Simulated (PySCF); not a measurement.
# C₂H₄ClGeN: electronic excitations at several levels of theory, part 1 of 2

How much do the electronic excitations of C₂H₄ClGeN (`N#C[CH2][GeH2][Cl]`) depend on the level of theory, and what does each level cost?

The runs use PySCF 2.14.0, with density-fitted response routines of our own; the level of theory stands in each step. All values are computed, except where a source is named. Atoms count from 0, in the outputs and in this text.

## Step 1: Starting geometry

9 atoms, charge 0, multiplicity 1; geometry from: GFN2-xTB. The atoms were then displaced at random by about 0.01 Å, so the start is not that level's minimum.

Bonds of the start (Å): N0–C1 1.12, C1–C2 1.42, C2–Ge3 2.06, Ge3–Cl4 2.08, C2–H5 1.09, C2–H6 1.08, Ge3–H7 1.51, Ge3–H8 1.51.

## Step 2: Geometry optimisation at PBE0-D3(BJ)/def2-SVP

Job settings and geometry (Å):

```
{"job": {"xc": "PBE0", "basis": "def2-SVP", "d3": "d3bj", "grid": 1, "shake": 0.01, "kind": "geom"}, "charge": 0, "multiplicity": 1}
N     -1.511690     2.195130    -0.176890
C     -1.262530     1.110810    -0.082010
C     -0.894130    -0.258800     0.046340
Ge     1.159940    -0.400890     0.126790
Cl     1.902040     0.166730    -1.732850
H     -1.320610    -0.660050     0.962250
H     -1.237590    -0.822690    -0.802470
H      1.525440    -1.836920     0.397650
H      1.696930     0.489520     1.227460
```

The run is started by

```
$ OMP_NUM_THREADS=1 python probes_run.py task.json out
```

The driver reads the jobs from task.json and runs them one after another.

The log of the run:

```text
step   0  E = -2669.51795702  max force = 0.114839
step   1  E = -2669.52688748  max force = 0.011731
step   2  E = -2669.52775587  max force = 0.004202
step   3  E = -2669.52785560  max force = 0.001043
step   4  E = -2669.52786349  max force = 0.000637
step   5  E = -2669.52786452  max force = 0.000327
optimisation converged
```

Wall time 35 s (1 thread of Arm Neoverse V1, shared host); peak memory 0.48 GiB.

The steps of the relaxation:

```
step  energy from step 0 (eV)  largest force component (eV/Å)
   0                   0.0000                          5.9053
   1                  -0.2430                          0.6032
   2                  -0.2666                          0.2161
   3                  -0.2694                          0.0536
   4                  -0.2696                          0.0328
   5                  -0.2696                          0.0168
```

Close pairs (by a distance rule), those that changed most:

```
   bond  before (Å)  after (Å)  change (Å)
 C2–Ge3       2.061      1.972      -0.089
Ge3–Cl4       2.081      2.153      +0.072
  N0–C1       1.117      1.158      +0.041
 Ge3–H7       1.506      1.535      +0.028
  C2–H6       1.075      1.101      +0.026
  C1–C2       1.424      1.446      +0.022
 Ge3–H8       1.514      1.532      +0.018
  C2–H5       1.087      1.102      +0.015
```

The final coordinates are the input of the step that follows.

```
                         at the end point                value
  point group (found at 0.08 Å tolerance)                   C1
rotational constants (GHz, main isotopes)  3.696, 1.692, 1.268
                        dipole moment (D)                 4.55
```

## Step 3: TDDFT and polarisability: B3LYP/def2-SVPD

Job settings and geometry (Å):

```
{"job": {"kind": "uv", "xc": "B3LYP", "basis": "def2-SVPD", "ip": true}, "charge": 0, "multiplicity": 1}
N     -0.980817     2.600123    -1.425694
C     -0.798492     1.459827    -1.338384
C     -0.526789     0.043476    -1.227018
Ge     1.406112    -0.341452    -1.292002
Cl     2.065777     0.224776    -3.261592
H     -0.932792    -0.346970    -0.279898
H     -1.007987    -0.500891    -2.054305
H      1.626286    -1.851255    -1.125485
H      2.170388     0.501798    -0.266652
```

With the program's defaults for keys left out, this is: TDDFT B3LYP/def2-SVPD, vertical, gas phase, core orbitals frozen in the response.

The log of the run:

```text
coarse grid: 39104 points
cycle   1  E = -2670.0794379356  dE = -1.858e-01  |g| = 6.550e-01  |ddm| = 3.805e+00
cycle   2  E = -2669.8282264364  dE =  2.512e-01  |g| = 1.243e+00  |ddm| = 2.078e+00
cycle   3  E = -2670.1503218089  dE = -3.221e-01  |g| = 2.870e-01  |ddm| = 1.500e+00
cycle   4  E = -2670.1668821465  dE = -1.656e-02  |g| = 3.560e-02  |ddm| = 2.762e-01
cycle   5  E = -2670.1671322807  dE = -2.501e-04  |g| = 1.078e-02  |ddm| = 5.678e-02
cycle   6  E = -2670.1671672669  dE = -3.499e-05  |g| = 1.804e-03  |ddm| = 1.659e-02
cycle   7  E = -2670.1671680767  dE = -8.098e-07  |g| = 6.349e-04  |ddm| = 2.943e-03
final grid: 79680 points
cycle   8  E = -2670.1671409784  dE =  4.623e-08  |g| = 8.456e-04  |ddm| = 4.102e-03
cycle   9  E = -2670.1671405737  dE =  4.047e-07  |g| = 1.562e-03  |ddm| = 2.520e-03
cycle  10  E = -2670.1671411258  dE = -5.521e-07  |g| = 4.075e-04  |ddm| = 1.665e-03
cycle  11  E = -2670.1671411626  dE = -3.683e-08  |g| = 2.717e-05  |ddm| = 3.939e-04
cycle  12  E = -2670.1671411627  dE = -1.578e-10  |g| = 1.665e-06  |ddm| = 3.290e-05
converged SCF energy = -2670.1671411627

Static polarisability (au): isotropic 71.726, principal 60.666 72.092 82.422

Singlet excitations
state   eV       nm        f      main configurations
  1   6.5890    188.2   0.02106   H->L 0.93
  2   6.7314    184.2   0.01718   H-1->L 0.96
  3   7.2516    171.0   0.00821   H->L+3 0.35, H->L+1 0.19, H->L+2 0.12
  4   7.2796    170.3   0.04567   H->L+1 0.53, H-3->L 0.17
  5   7.3500    168.7   0.00757   H-2->L 0.74
  6   7.4588    166.2   0.01828   H-3->L 0.29, H-1->L+1 0.17, H->L+2 0.13
  7   7.5396    164.4   0.00661   H-1->L+1 0.66, H-3->L 0.18
  8   7.5601    164.0   0.04226   H->L+2 0.59, H-1->L+1 0.12, H->L+3 0.10
  9   7.7007    161.0   0.01555   H-3->L+1 0.23, H-2->L+1 0.17, H-3->L 0.17
 10   7.7185    160.6   0.00290   H-1->L+2 0.83

Triplet excitations (Tamm-Dancoff, eV): 6.0419 6.2606 6.2657 6.6242
Vertical ionisation energy (delta-SCF) = 10.7626 eV
```

Run time: 2 min. Hardware: 1 thread of Arm Neoverse V1, shared host; peak memory 0.71 GiB.

Frontier orbitals and where they lie:

```
orbital     eV                        atoms
 HOMO−3  -9.39   N0 39 %, C1 30 %, Cl4 16 %
 HOMO−2  -9.35   Cl4 39 %, N0 28 %, C1 22 %
 HOMO−1  -8.91   Cl4 74 %, Ge3 13 %, H7 6 %
   HOMO  -8.64   Cl4 32 %, N0 21 %, C2 15 %
   LUMO  -1.06  Ge3 34 %, Cl4 28 %, H7 13 %
 LUMO+1  -0.48   Ge3 32 %, H7 15 %, N0 13 %
 LUMO+2  -0.27   Ge3 27 %, C2 16 %, C1 14 %
```

With each of the 10 states as a Gaussian band of 0.4 eV half-width at 1/e, the curve within the window shown has maxima at 167 nm (ε 5,200) L/(mol cm). Beyond the last state computed it falls off for lack of states. The curve at chosen wavelengths:

(nm, ε (L/mol/cm)): (155, 1118), (157, 1858), (159, 2754), (161, 3682), (163, 4484), (165, 5020), (167, 5209), (170, 4862), (172, 4335), (174, 3719), (176, 3131), (178, 2649), (180, 2300), (182, 2069), (184, 1913), (186, 1784), (188, 1644), (190, 1476), (192, 1278), (195, 956), (197, 747), (199, 561), (201, 405), (203, 282), (205, 189), (207, 123)

Ground-state properties from the same run:

```
           property  computed
  dipole moment (D)      4.74
polarisability (Å³)     10.63
 HOMO–LUMO gap (eV)      7.58
      −ε(HOMO) (eV)      8.64
```

## Step 4: Ultraviolet spectrum: PBE0/def2-SVPD

Same as in step 3 but for these lines:

```diff
@@ -1,2 +1,2 @@
-{"job": {"kind": "uv", "xc": "B3LYP", "basis": "def2-SVPD", "ip": true}, "charge": 0, "multiplicity": 1}
+{"job": {"kind": "uv", "xc": "PBE0", "basis": "def2-SVPD", "ip": true}, "charge": 0, "multiplicity": 1}
 N     -0.980817     2.600123    -1.425694
```

Method: TDDFT PBE0/def2-SVPD, vertical, gas phase, core orbitals frozen in the response.

The log of the run:

```text
coarse grid: 39104 points
cycle   1  E = -2669.4584052799  dE = -1.925e-01  |g| = 5.992e-01  |ddm| = 3.705e+00
cycle   2  E = -2669.2680170981  dE =  1.904e-01  |g| = 1.105e+00  |ddm| = 1.857e+00
cycle   3  E = -2669.5250399380  dE = -2.570e-01  |g| = 2.263e-01  |ddm| = 1.321e+00
cycle   4  E = -2669.5351205046  dE = -1.008e-02  |g| = 3.493e-02  |ddm| = 2.334e-01
cycle   5  E = -2669.5353652741  dE = -2.448e-04  |g| = 7.519e-03  |ddm| = 5.189e-02
cycle   6  E = -2669.5353813513  dE = -1.608e-05  |g| = 1.470e-03  |ddm| = 1.200e-02
cycle   7  E = -2669.5353818840  dE = -5.326e-07  |g| = 5.096e-04  |ddm| = 2.290e-03
final grid: 79680 points
cycle   8  E = -2669.5353586074  dE =  2.202e-08  |g| = 6.685e-04  |ddm| = 3.632e-03
cycle   9  E = -2669.5353583631  dE =  2.443e-07  |g| = 1.225e-03  |ddm| = 2.002e-03
cycle  10  E = -2669.5353587058  dE = -3.427e-07  |g| = 2.709e-04  |ddm| = 1.313e-03
cycle  11  E = -2669.5353587221  dE = -1.630e-08  |g| = 1.668e-05  |ddm| = 2.754e-04
cycle  12  E = -2669.5353587222  dE = -7.140e-11  |g| = 1.512e-06  |ddm| = 2.320e-05
converged SCF energy = -2669.5353587222

Static polarisability (au): isotropic 70.834, principal 59.908 71.195 81.398

Singlet excitations
state   eV       nm        f      main configurations
  1   6.8027    182.3   0.01789   H->L 0.91
  2   6.9272    179.0   0.01665   H-1->L 0.95
  3   7.3518    168.6   0.00015   H->L+3 0.45, H-2->L+1 0.12, H-3->L+3 0.08
  4   7.4916    165.5   0.07070   H->L+1 0.71, H-2->L+3 0.10
  5   7.6172    162.8   0.00415   H-3->L 0.40, H-2->L 0.32, H-2->L+1 0.09
  6   7.6812    161.4   0.02085   H-2->L+1 0.23, H->L+2 0.22, H-3->L 0.20
  7   7.8004    158.9   0.02951   H->L+2 0.59, H->L+3 0.13, H-3->L 0.13
  8   7.8368    158.2   0.00894   H-1->L+1 0.88
  9   7.9483    156.0   0.02377   H-2->L 0.53, H-2->L+1 0.17, H-3->L 0.09
 10   7.9847    155.3   0.00371   H-1->L+2 0.88

Triplet excitations (Tamm-Dancoff, eV): 6.0350 6.4186 6.4195 6.6261
Vertical ionisation energy (delta-SCF) = 10.8248 eV
```

Run time: 2 min. Hardware: 1 thread of Arm Neoverse V1, shared host; peak memory 0.71 GiB.

Key values: HOMO -8.89 eV, LUMO -0.78 eV; lowest singlet 6.80 eV.

## Step 5: Ultraviolet spectrum: BHandHLYP/def2-SVPD

Same as in step 4 but for these lines:

```diff
@@ -1,2 +1,2 @@
-{"job": {"kind": "uv", "xc": "PBE0", "basis": "def2-SVPD", "ip": true}, "charge": 0, "multiplicity": 1}
+{"job": {"kind": "uv", "xc": "BHandHLYP", "basis": "def2-SVPD", "ip": true}, "charge": 0, "multiplicity": 1}
 N     -0.980817     2.600123    -1.425694
```

Level: TDDFT BHandHLYP/def2-SVPD, vertical, gas phase, core orbitals frozen in the response.

The log of the run:

```text
coarse grid: 39104 points
cycle   1  E = -2669.9142166545  dE = -1.466e-01  |g| = 5.855e-01  |ddm| = 3.604e+00
cycle   2  E = -2669.8300506209  dE =  8.417e-02  |g| = 8.931e-01  |ddm| = 1.544e+00
cycle   3  E = -2670.0001766123  dE = -1.701e-01  |g| = 1.165e-01  |ddm| = 9.970e-01
cycle   4  E = -2670.0026468533  dE = -2.470e-03  |g| = 4.743e-02  |ddm| = 1.649e-01
cycle   5  E = -2670.0030810457  dE = -4.342e-04  |g| = 4.592e-03  |ddm| = 7.001e-02
cycle   6  E = -2670.0030878364  dE = -6.791e-06  |g| = 1.628e-03  |ddm| = 9.778e-03
final grid: 79680 points
cycle   7  E = -2670.0030739518  dE = -3.624e-07  |g| = 1.220e-03  |ddm| = 4.967e-03
cycle   8  E = -2670.0030739311  dE =  2.074e-08  |g| = 1.326e-03  |ddm| = 2.804e-03
cycle   9  E = -2670.0030742960  dE = -3.649e-07  |g| = 3.432e-04  |ddm| = 1.633e-03
cycle  10  E = -2670.0030743225  dE = -2.657e-08  |g| = 4.639e-05  |ddm| = 3.330e-04
cycle  11  E = -2670.0030743231  dE = -5.502e-10  |g| = 1.882e-05  |ddm| = 9.719e-05
converged SCF energy = -2670.0030743231

Static polarisability (au): isotropic 69.064, principal 58.756 69.491 78.944

Singlet excitations
state   eV       nm        f      main configurations
  1   7.2554    170.9   0.00831   H->L 0.23, H->L+3 0.12, H->L+5 0.12
  2   7.3147    169.5   0.01452   H->L 0.45, H-3->L 0.11, H->L+3 0.10
  3   7.3472    168.8   0.01911   H-1->L 0.78, H-1->L+1 0.12
  4   7.6071    163.0   0.04648   H->L+1 0.19, H-2->L+3 0.12, H-2->L+5 0.11
  5   7.6860    161.3   0.00050   H-2->L+4 0.19, H-2->L+2 0.14, H-2->L+1 0.11
  6   8.1845    151.5   0.03396   H->L+2 0.42, H->L+1 0.22, H->L 0.14
  7   8.3760    148.0   0.00605   H-3->L 0.41, H->L+1 0.27
  8   8.5170    145.6   0.01138   H-1->L+1 0.82, H-1->L 0.10
  9   8.6002    144.2   0.03681   H-1->L+2 0.32, H->L+2 0.19, H-3->L+1 0.11
 10   8.6275    143.7   0.02621   H-1->L+2 0.50, H->L+2 0.12, H-3->L+1 0.09

Triplet excitations (Tamm-Dancoff, eV): 5.9765 6.5885 6.6027 6.8142
Vertical ionisation energy (delta-SCF) = 11.0627 eV
```

It took 2 min on 1 thread of Arm Neoverse V1, shared host; peak memory 0.71 GiB.

This run: HOMO -10.04 eV, LUMO 0.00 eV; lowest singlet 7.26 eV.

## Step 6: Ultraviolet spectrum: CAM-B3LYP/def2-SVPD

Same as in step 5 but for these lines:

```diff
@@ -1,2 +1,2 @@
-{"job": {"kind": "uv", "xc": "BHandHLYP", "basis": "def2-SVPD", "ip": true}, "charge": 0, "multiplicity": 1}
+{"job": {"kind": "uv", "xc": "CAM-B3LYP", "basis": "def2-SVPD", "ip": true}, "charge": 0, "multiplicity": 1}
 N     -0.980817     2.600123    -1.425694
```

Level: TDDFT CAM-B3LYP/def2-SVPD, vertical, gas phase, core orbitals frozen in the response.

The log of the run:

```text
coarse grid: 39104 points
cycle   1  E = -2670.0659052525  dE = -1.578e-01  |g| = 6.720e-01  |ddm| = 3.700e+00
cycle   2  E = -2669.9429011043  dE =  1.230e-01  |g| = 1.054e+00  |ddm| = 1.772e+00
cycle   3  E = -2670.1639592616  dE = -2.211e-01  |g| = 1.526e-01  |ddm| = 1.130e+00
cycle   4  E = -2670.1680339454  dE = -4.075e-03  |g| = 4.770e-02  |ddm| = 1.816e-01
cycle   5  E = -2670.1684665131  dE = -4.326e-04  |g| = 5.876e-03  |ddm| = 7.194e-02
cycle   6  E = -2670.1684773262  dE = -1.081e-05  |g| = 1.777e-03  |ddm| = 1.183e-02
cycle   7  E = -2670.1684782226  dE = -8.964e-07  |g| = 3.710e-04  |ddm| = 4.258e-03
final grid: 79680 points
cycle   8  E = -2670.1684499098  dE = -1.359e-08  |g| = 4.272e-04  |ddm| = 1.952e-03
cycle   9  E = -2670.1684498426  dE =  6.724e-08  |g| = 7.130e-04  |ddm| = 9.792e-04
cycle  10  E = -2670.1684499504  dE = -1.079e-07  |g| = 8.248e-05  |ddm| = 6.552e-04
cycle  11  E = -2670.1684499518  dE = -1.387e-09  |g| = 1.077e-05  |ddm| = 9.560e-05
cycle  12  E = -2670.1684499518  dE = -2.456e-11  |g| = 3.248e-06  |ddm| = 3.573e-05
converged SCF energy = -2670.1684499518

Static polarisability (au): isotropic 70.546, principal 59.979 71.030 80.628

Singlet excitations
state   eV       nm        f      main configurations
  1   7.0196    176.6   0.02291   H->L 0.73
  2   7.0625    175.6   0.01895   H-1->L 0.82, H-1->L+1 0.11
  3   7.3894    167.8   0.00025   H->L+3 0.32, H->L+5 0.14
  4   7.6281    162.5   0.06202   H->L+1 0.36, H-3->L+3 0.09, H->L+4 0.09
  5   7.7580    159.8   0.00085   H-3->L+1 0.15, H-3->L+4 0.14, H->L+3 0.09
  6   7.9717    155.5   0.03852   H->L+2 0.53, H-2->L 0.14, H->L 0.10
  7   8.1192    152.7   0.00724   H-2->L 0.27, H->L+1 0.24, H-3->L 0.18
  8   8.1681    151.8   0.00777   H-1->L+1 0.80, H-1->L 0.08
  9   8.2907    149.5   0.00263   H-1->L+2 0.72
 10   8.3632    148.2   0.02260   H-2->L+1 0.23, H->L+2 0.19, H->L+1 0.12

Triplet excitations (Tamm-Dancoff, eV): 6.1290 6.5468 6.5819 6.7064
Vertical ionisation energy (delta-SCF) = 11.0963 eV
```

Wall time 2.3 min (1 thread of Arm Neoverse V1, shared host); peak memory 0.79 GiB.

In short: HOMO -10.22 eV, LUMO 0.09 eV; lowest singlet 7.02 eV.

## Step 7: TDDFT and polarisability: wB97X-D/def2-SVPD

Same as in step 6 but for these lines:

```diff
@@ -1,2 +1,2 @@
-{"job": {"kind": "uv", "xc": "CAM-B3LYP", "basis": "def2-SVPD", "ip": true}, "charge": 0, "multiplicity": 1}
+{"job": {"kind": "uv", "xc": "wB97X-D", "basis": "def2-SVPD", "ip": true}, "charge": 0, "multiplicity": 1}
 N     -0.980817     2.600123    -1.425694
```

Level: TDDFT wB97X-D/def2-SVPD, vertical, gas phase, core orbitals frozen in the response.

The log of the run:

```text
coarse grid: 39104 points
cycle   1  E = -2670.0093327500  dE = -1.641e-01  |g| = 6.745e-01  |ddm| = 3.636e+00
cycle   2  E = -2669.9191536798  dE =  9.018e-02  |g| = 9.928e-01  |ddm| = 1.742e+00
cycle   3  E = -2670.1173705852  dE = -1.982e-01  |g| = 1.197e-01  |ddm| = 1.063e+00
cycle   4  E = -2670.1198981244  dE = -2.528e-03  |g| = 4.935e-02  |ddm| = 1.717e-01
cycle   5  E = -2670.1203489285  dE = -4.508e-04  |g| = 6.986e-03  |ddm| = 7.665e-02
cycle   6  E = -2670.1203645663  dE = -1.564e-05  |g| = 1.883e-03  |ddm| = 1.606e-02
cycle   7  E = -2670.1203658136  dE = -1.247e-06  |g| = 3.676e-04  |ddm| = 6.404e-03
final grid: 79680 points
cycle   8  E = -2670.1197245304  dE = -8.402e-07  |g| = 8.379e-04  |ddm| = 6.226e-03
cycle   9  E = -2670.1197246031  dE = -7.267e-08  |g| = 6.674e-04  |ddm| = 2.125e-03
cycle  10  E = -2670.1197246958  dE = -9.270e-08  |g| = 1.744e-04  |ddm| = 9.052e-04
cycle  11  E = -2670.1197247018  dE = -6.023e-09  |g| = 5.839e-05  |ddm| = 1.940e-04
cycle  12  E = -2670.1197247026  dE = -8.226e-10  |g| = 1.815e-05  |ddm| = 1.081e-04
converged SCF energy = -2670.1197247026

Static polarisability (au): isotropic 70.327, principal 59.776 70.688 80.517

Singlet excitations
state   eV       nm        f      main configurations
  1   7.1370    173.7   0.02297   H->L 0.73
  2   7.1718    172.9   0.01882   H-1->L 0.84, H-1->L+1 0.09
  3   7.4422    166.6   0.00021   H->L+3 0.40, H->L+5 0.10
  4   7.7139    160.7   0.06906   H->L+1 0.38, H-2->L+3 0.10, H->L+4 0.09
  5   7.8362    158.2   0.00055   H-3->L+1 0.17, H-2->L+1 0.14, H->L+3 0.11
  6   8.1704    151.7   0.02128   H->L+2 0.34, H-2->L 0.23, H-3->L 0.18
  7   8.2567    150.2   0.01369   H->L+2 0.36, H->L+1 0.19, H-3->L 0.14
  8   8.3309    148.8   0.00883   H-1->L+1 0.80
  9   8.4520    146.7   0.00675   H-1->L+2 0.69
 10   8.5119    145.7   0.03304   H->L+1 0.20, H-2->L+1 0.18, H-3->L+1 0.15

Triplet excitations (Tamm-Dancoff, eV): 6.2312 6.7010 6.7264 6.8637
Vertical ionisation energy (delta-SCF) = 11.0551 eV
```

It took 2 min on 1 thread of Arm Neoverse V1, shared host; peak memory 0.75 GiB.

This run: HOMO -10.73 eV, LUMO 0.91 eV; lowest singlet 7.14 eV.

## Step 8: Ultraviolet spectrum: LC-wPBE/def2-SVPD

Same as in step 7 but for these lines:

```diff
@@ -1,2 +1,2 @@
-{"job": {"kind": "uv", "xc": "wB97X-D", "basis": "def2-SVPD", "ip": true}, "charge": 0, "multiplicity": 1}
+{"job": {"kind": "uv", "xc": "LC-wPBE", "basis": "def2-SVPD", "ip": true}, "charge": 0, "multiplicity": 1}
 N     -0.980817     2.600123    -1.425694
```

With the program's defaults for keys left out, this is: TDDFT LC-wPBE/def2-SVPD, vertical, gas phase, core orbitals frozen in the response.

The log of the run:

```text
coarse grid: 39104 points
cycle   1  E = -2669.4876805785  dE = -1.415e-01  |g| = 7.368e-01  |ddm| = 3.630e+00
cycle   2  E = -2669.4402506475  dE =  4.743e-02  |g| = 9.631e-01  |ddm| = 1.661e+00
cycle   3  E = -2669.6124374742  dE = -1.722e-01  |g| = 1.079e-01  |ddm| = 9.955e-01
cycle   4  E = -2669.6144451604  dE = -2.008e-03  |g| = 5.619e-02  |ddm| = 1.665e-01
cycle   5  E = -2669.6150195647  dE = -5.744e-04  |g| = 7.886e-03  |ddm| = 8.971e-02
cycle   6  E = -2669.6150435063  dE = -2.394e-05  |g| = 2.254e-03  |ddm| = 2.260e-02
cycle   7  E = -2669.6150454125  dE = -1.906e-06  |g| = 5.085e-04  |ddm| = 8.022e-03
final grid: 79680 points
cycle   8  E = -2669.6149312746  dE = -1.600e-07  |g| = 4.796e-04  |ddm| = 3.605e-03
cycle   9  E = -2669.6149313707  dE = -9.614e-08  |g| = 5.543e-04  |ddm| = 9.557e-04
cycle  10  E = -2669.6149314264  dE = -5.571e-08  |g| = 8.696e-05  |ddm| = 6.011e-04
cycle  11  E = -2669.6149314286  dE = -2.193e-09  |g| = 3.706e-05  |ddm| = 1.280e-04
cycle  12  E = -2669.6149314293  dE = -6.635e-10  |g| = 1.122e-05  |ddm| = 1.250e-04
converged SCF energy = -2669.6149314293

Static polarisability (au): isotropic 68.660, principal 58.492 69.211 78.276

Singlet excitations
state   eV       nm        f      main configurations
  1   7.4810    165.7   0.01801   H-1->L 0.61, H-1->L+1 0.24
  2   7.4885    165.6   0.01998   H->L 0.45, H->L+1 0.17
  3   7.5503    164.2   0.00249   H->L+3 0.19, H->L+5 0.15
  4   7.9207    156.5   0.05505   H->L+1 0.13, H->L+4 0.13, H-2->L+5 0.10
  5   8.0131    154.7   0.00068   H-2->L+4 0.17
  6   8.6951    142.6   0.03314   H->L+2 0.45, H->L 0.21, H->L+1 0.09
  7   8.8015    140.9   0.00538   H->L+1 0.27, H-3->L 0.21, H-2->L 0.09
  8   8.8661    139.8   0.00970   H-1->L+1 0.42, H-1->L+2 0.29
  9   8.9269    138.9   0.01262   H-1->L+2 0.34, H-1->L+1 0.22, H-1->L 0.11
 10   9.0409    137.1   0.08485   H->L+2 0.24, H->L+1 0.16, H-3->L+1 0.13

Triplet excitations (Tamm-Dancoff, eV): 6.1358 6.7257 6.7396 6.8911
Vertical ionisation energy (delta-SCF) = 11.4221 eV
```

Wall time 2.6 min (1 thread of Arm Neoverse V1, shared host); peak memory 0.72 GiB.

Key values: HOMO -11.60 eV, LUMO 1.21 eV; lowest singlet 7.48 eV.

## Step 9: Excited states and response: PBE0/6-31G*

Same as in step 8 but for these lines:

```diff
@@ -1,2 +1,2 @@
-{"job": {"kind": "uv", "xc": "LC-wPBE", "basis": "def2-SVPD", "ip": true}, "charge": 0, "multiplicity": 1}
+{"job": {"kind": "uv", "xc": "PBE0", "basis": "6-31G*"}, "charge": 0, "multiplicity": 1}
 N     -0.980817     2.600123    -1.425694
```

Level: TDDFT PBE0/6-31G*, vertical, gas phase, core orbitals frozen in the response.

The log of the run:

```text
coarse grid: 39104 points
cycle   1  E = -2669.6333646547  dE = -1.326e-01  |g| = 6.061e-01  |ddm| = 3.081e+00
cycle   2  E = -2669.4444075047  dE =  1.890e-01  |g| = 1.106e+00  |ddm| = 1.656e+00
cycle   3  E = -2669.7049583101  dE = -2.606e-01  |g| = 2.243e-01  |ddm| = 1.106e+00
cycle   4  E = -2669.7152365144  dE = -1.028e-02  |g| = 3.571e-02  |ddm| = 1.930e-01
cycle   5  E = -2669.7154824815  dE = -2.460e-04  |g| = 7.889e-03  |ddm| = 4.171e-02
cycle   6  E = -2669.7154986822  dE = -1.620e-05  |g| = 1.423e-03  |ddm| = 9.704e-03
cycle   7  E = -2669.7154991123  dE = -4.301e-07  |g| = 5.344e-04  |ddm| = 1.626e-03
final grid: 79680 points
cycle   8  E = -2669.7154809944  dE =  5.624e-08  |g| = 7.449e-04  |ddm| = 1.270e-03
cycle   9  E = -2669.7154806497  dE =  3.447e-07  |g| = 1.428e-03  |ddm| = 1.807e-03
cycle  10  E = -2669.7154811181  dE = -4.684e-07  |g| = 2.737e-04  |ddm| = 1.234e-03
cycle  11  E = -2669.7154811349  dE = -1.678e-08  |g| = 1.423e-05  |ddm| = 1.986e-04
cycle  12  E = -2669.7154811350  dE = -5.366e-11  |g| = 1.428e-06  |ddm| = 1.755e-05
converged SCF energy = -2669.7154811350

Static polarisability (au): isotropic 56.748, principal 45.515 57.989 66.740

Singlet excitations
state   eV       nm        f      main configurations
  1   6.8473    181.1   0.00906   H->L 0.92
  2   6.9940    177.3   0.01232   H-1->L 0.98
  3   7.4706    166.0   0.00143   H->L+2 0.26, H-2->L+1 0.24, H->L+3 0.20
  4   7.6643    161.8   0.01767   H-3->L 0.75
  5   7.7048    160.9   0.10056   H->L+1 0.59, H-2->L+2 0.15
  6   7.8193    158.6   0.00390   H-2->L+1 0.43, H->L+2 0.20, H->L+3 0.10
  7   7.9302    156.3   0.02059   H-2->L 0.85
  8   8.0418    154.2   0.00189   H-1->L+1 0.90
  9   8.2516    150.3   0.03204   H-3->L+1 0.26, H->L+3 0.23, H->L+1 0.19
 10   8.4928    146.0   0.00936   H-3->L+1 0.48, H->L+3 0.28, H->L+2 0.19

Triplet excitations (Tamm-Dancoff, eV): 6.0721 6.4505 6.4790 6.6811
```

Run time: 12 s. Hardware: 1 thread of Arm Neoverse V1, shared host; peak memory 0.52 GiB.

In short: HOMO -8.66 eV, LUMO -0.46 eV; lowest singlet 6.85 eV.

(Continued in part 2 of 2.)
